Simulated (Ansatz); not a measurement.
# C2H6FIn (SMILES C[CH](F)[InH2]): levels of theory compared

Aim: a comparison of 6 runs (HF/3-21G, PBE-QIDH/def2-SVP, PBE/def2-SVP, RPA@PBE/def2-SVP, RPA@PBE0/def2-SVP, CCSD/def2-SVP) of C2H6FIn. 

The results are computed with Ansatz 0.2.0.

65 further runs of the same task are left out: 65 set aside as unsound or not needed.

### Step 1. Starting point

C2H6FIn has 10 atoms, charge 0, and is taken as a singlet. As SMILES, `C[CH](F)[InH2]`. The C1–C2 distance was set to 2.706 Å, away from the relaxed value. At this shape a bond of the SMILES string is far longer than usual.

Bond lengths: C2–F3 1.414 Å, C2–In4 2.197 Å, C1–H5 1.095 Å, C1–H6 1.092 Å, C1–H7 1.094 Å, C2–H8 1.094 Å, In4–H9 1.729 Å, In4–H10 1.726 Å. Angles: F3–C2–In4 102.3°, F3–C2–H8 105.8°, In4–C2–H8 111.9°, C2–In4–H9 117.1°, C2–In4–H10 121.1°, H9–In4–H10 121.7°, H5–C1–H6 108.3°, H5–C1–H7 107.9°, H6–C1–H7 107.9°.

### Step 2. The energy at HF/3-21G (run 1)

File molecule.yaml:

```yaml
crystal:
  periodic: [false, false, false]
  atoms:
    - {symbol: C, position_ang: [-0.760493, 2.112498, -1.145132]}
    - {symbol: C, position_ang: [0.633800, 0.180000, 0.137200]}
    - {symbol: F, position_ang: [0.870200, 0.597100, 1.467800]}
    - {symbol: In, position_ang: [-0.385200, -1.745500, 0.423800]}
    - {symbol: H, position_ang: [-0.228393, 3.069398, -1.111432]}
    - {symbol: H, position_ang: [-1.751593, 2.256498, -0.709032]}
    - {symbol: H, position_ang: [-0.891593, 1.838198, -2.196532]}
    - {symbol: H, position_ang: [1.621200, 0.055100, -0.315800]}
    - {symbol: H, position_ang: [-2.079900, -1.696200, 0.762700]}
    - {symbol: H, position_ang: [0.493100, -3.231500, 0.406600]}
basis:
  gaussian:
    orbitals: 3-21G-spherical.json
total_charge: 0
hamiltonian:
  xc: hf
accuracy: high
output: {orbitals: {seedname: orbitals}}
```

The basis set 3-21G is read from a file made from the Basis Set Exchange's data (not shown).

Started as:

```console
ansatz run molecule.yaml --threads 1 --pin off --max-ram 3480MiB --events-out events.jsonl --progress --plain --runs-dir runs
```

The program printed:

```text
Warning: RAYON_NUM_THREADS=1 ignored (pool sized by the plan → 1); use --threads N
Functional definition: HF
  name "HF"
  exchange = exact_x
  correlation = 0
1514 factors; integrals over basis functions are off by at most 1.5e-8 eV
mean field evaluation 1: about -160331.9683 eV, gradient 2.8e1 eV
mean field evaluation 2: about -160332.2217 eV, gradient 2.8e1 eV
mean field evaluation 4: about -160334.8258 eV, gradient 3.3e0 eV
mean field evaluation 8: about -160334.9089 eV, gradient 5.2e-1 eV
mean field evaluation 16: about -160334.9128 eV, gradient 6.1e-7 eV
mean field -160334.91277141 eV, -5892.1993654420 hartree, gradient 2.9e-8 eV, S^2 0.000000; 0 other end points of the search recorded, 0 dependent functions left out
reference -160334.91277141 eV, -5892.1993654420 hartree; 38, 38 occupied and 32, 32 virtual orbitals, 1514 factors
Total energy: -160334.91277141 eV, -5892.1993654420 hartree
```

Wall time 1.6 s (1 thread of Arm Neoverse V2, shared host); peak memory 0.19 GiB.

### Step 3. The energy at PBE-QIDH/def2-SVP (core potential) (run 2)

File input.yaml:

```yaml
basis:
  gaussian:
    orbitals: def2-SVP
crystal:
  periodic: [false, false, false]
  atoms:
    - symbol: C
      position_ang: [-0.760493, 2.112498, -1.145132]
    - symbol: C
      position_ang: [0.633800, 0.180000, 0.137200]
    - symbol: F
      position_ang: [0.870200, 0.597100, 1.467800]
    - symbol: In
      position_ang: [-0.385200, -1.745500, 0.423800]
    - symbol: H
      position_ang: [-0.228393, 3.069398, -1.111432]
    - symbol: H
      position_ang: [-1.751593, 2.256498, -0.709032]
    - symbol: H
      position_ang: [-0.891593, 1.838198, -2.196532]
    - symbol: H
      position_ang: [1.621200, 0.055100, -0.315800]
    - symbol: H
      position_ang: [-2.079900, -1.696200, 0.762700]
    - symbol: H
      position_ang: [0.493100, -3.231500, 0.406600]
hamiltonian:
  xc: {name: PBE-QIDH}
correlation:
  frozen_orbitals: {C: 1, F: 1, H: 0, In: 4}
accuracy: high
output: {orbitals: {seedname: orbitals}}
```

Started as:

```console
ansatz run input.yaml --threads 1 --pin off --max-ram 3480MiB --events-out events.jsonl --progress --plain --runs-dir runs
```

The program printed, cut to the lines that bear on the results:

```text
Warning: RAYON_NUM_THREADS=1 ignored (pool sized by the plan → 1); use --threads N
Functional definition: PBE-QIDH
  name "PBE-QIDH"
[...]
2386 factors; integrals over basis functions are off by at most 9.2e-9 eV
[...]
mean field -10032.02972609 eV, -368.6702924799 hartree, gradient 1.6e-8 eV, S^2 0.000000; 0 other end points of the search recorded, 0 dependent functions left out; unrestricted orbitals would lower it
7 core orbitals not correlated: weight in the atoms' cores, before any rotation towards them, 1.000 or more for the frozen orbitals, at most 0.000 for the correlated occupied ones
reference -10032.02972754 eV, -368.6702925331 hartree; 17, 17 occupied and 74, 74 virtual orbitals, 2386 factors
second order -18.33984497 eV of doubles, -0.00000000 eV of singles
Total energy: -10038.14300919 eV, -368.8949514902 hartree
```

Run time: 12 s. Hardware: 1 thread of Arm Neoverse V2, shared host; peak memory 0.36 GiB.

Runs 3 to 4 aren't shown in full; the table further down has their settings and results.

### Step 4. The energy at RPA@PBE0/def2-SVP (core potential) (run 5)

molecule.yaml: that of step 2 with these lines changed.

```diff
@@ -15,7 +15,8 @@
   gaussian:
-    orbitals: 3-21G-spherical.json
-total_charge: 0
+    orbitals: def2-SVP
 hamiltonian:
-  xc: hf
+  xc: {name: PBE0}
+correlation:
+  method: rpa
+  frozen_orbitals: {C: 1, F: 1, H: 0, In: 4}
 accuracy: high
-output: {orbitals: {seedname: orbitals}}
```

Started as:

```console
ansatz run molecule.yaml --threads 1 --pin off --max-ram 3480MiB --events-out events.jsonl --progress --plain --runs-dir runs
```

The program printed, cut to the lines that bear on the results:

```text
Warning: RAYON_NUM_THREADS=1 ignored (pool sized by the plan → 1); use --threads N
Functional definition: PBE0
  name "PBE0"
[...]
2386 factors; integrals over basis functions are off by at most 9.2e-9 eV
[...]
mean field -10047.86054878 eV, -369.2520644831 hartree, gradient 4.0e-8 eV, S^2 0.000000; 0 other end points of the search recorded, 0 dependent functions left out; unrestricted orbitals would lower it
[...]
unrestricted determinant -10001.67333902 eV, -367.5547158315 hartree, S^2 0.8646
7 core orbitals not correlated: weight in the atoms' cores, before any rotation towards them, 1.000 or more for the frozen orbitals, at most 0.000 for the correlated occupied ones
reference -9999.35212498 eV, -367.4694127886 hartree; 17, 17 occupied and 74, 74 virtual orbitals, 2386 factors
Total energy: -10023.34547186 eV, -368.3511520233 hartree
```

Wall time 19 s (1 thread of Arm Neoverse V2, shared host); peak memory 0.56 GiB.

### Step 5. A single-point energy at CCSD/def2-SVP (core potential) (run 6)

File job.yaml:

```yaml
crystal:
  periodic: [false, false, false]
  atoms:
    - {symbol: C, position_ang: [-0.760493, 2.112498, -1.145132]}
    - {symbol: C, position_ang: [0.633800, 0.180000, 0.137200]}
    - {symbol: F, position_ang: [0.870200, 0.597100, 1.467800]}
    - {symbol: In, position_ang: [-0.385200, -1.745500, 0.423800]}
    - {symbol: H, position_ang: [-0.228393, 3.069398, -1.111432]}
    - {symbol: H, position_ang: [-1.751593, 2.256498, -0.709032]}
    - {symbol: H, position_ang: [-0.891593, 1.838198, -2.196532]}
    - {symbol: H, position_ang: [1.621200, 0.055100, -0.315800]}
    - {symbol: H, position_ang: [-2.079900, -1.696200, 0.762700]}
    - {symbol: H, position_ang: [0.493100, -3.231500, 0.406600]}
basis:
  gaussian:
    orbitals: def2-SVP
correlation:
  method: ccsd
  frozen_orbitals: {C: 1, F: 1, H: 0, In: 4}
accuracy: high
scf:
  omitted_lower_state_checks: [cluster_reference, increment]
```

Started as:

```console
ansatz run job.yaml --threads 1 --pin off --max-ram 3480MiB --events-out events.jsonl --progress --plain --runs-dir runs
```

The program printed:

```text
Warning: RAYON_NUM_THREADS=1 ignored (pool sized by the plan → 1); use --threads N
[... 12 lines left out ...]
7 core orbitals not correlated: weight in the atoms' cores, before any rotation towards them, 1.000 or more for the frozen orbitals, at most 0.000 for the correlated occupied ones
[... 29 lines left out ...]
Total energy: -10017.50867394 eV, -368.1366536562 hartree
Checks for a lower state left out: cluster_reference, increment
```

It took 38 s on 1 thread of Arm Neoverse V2, shared host; peak memory 0.76 GiB.

### Step 6. All runs side by side

```csv
run,level,core potential,frozen core orbitals,energy (Eh),wall time
1,HF/3-21G,none,–,-5892.199365,1.6 s
2,PBE-QIDH/def2-SVP (core potential),def2-SVP,7,-368.894951,12 s
3,PBE/def2-SVP (core potential),def2-SVP,–,-369.253705,7.2 s
4,RPA@PBE/def2-SVP (core potential),def2-SVP,7,-368.429087,18 s
5,RPA@PBE0/def2-SVP (core potential),def2-SVP,7,-368.351152,19 s
6,CCSD/def2-SVP (core potential),def2-SVP,7,-368.136654,38 s
```

### Step 7. What came out

| quantity | value |
| --- | --- |
| run 6: total energy | -368.13665 Eh |
| run 6: correlation energy (7 core orbitals frozen) | -638.1 mEh |
| run 6: T1 diagnostic | 0.016 |

**Reading.** Over runs 1, 2, 3 the HOMO–LUMO gap runs from 2.34 eV (PBE/def2-SVP) to 8.65 eV (HF/3-21G). The two ends differ in method and basis and core potential. Totals of different functionals can't be ranked against each other. Some runs of one species differ in core potentials or relativity; totals across that change don't compare. In runs 2, 5, 6 the log says that unrestricted orbitals would lower the reference, so the values rest on an unstable closed-shell determinant (other closed-shell runs at this shape may share the fault). In run 1 relativity is left out where basis or elements ask for it. All runs together took 95 s, the longest 38 s.
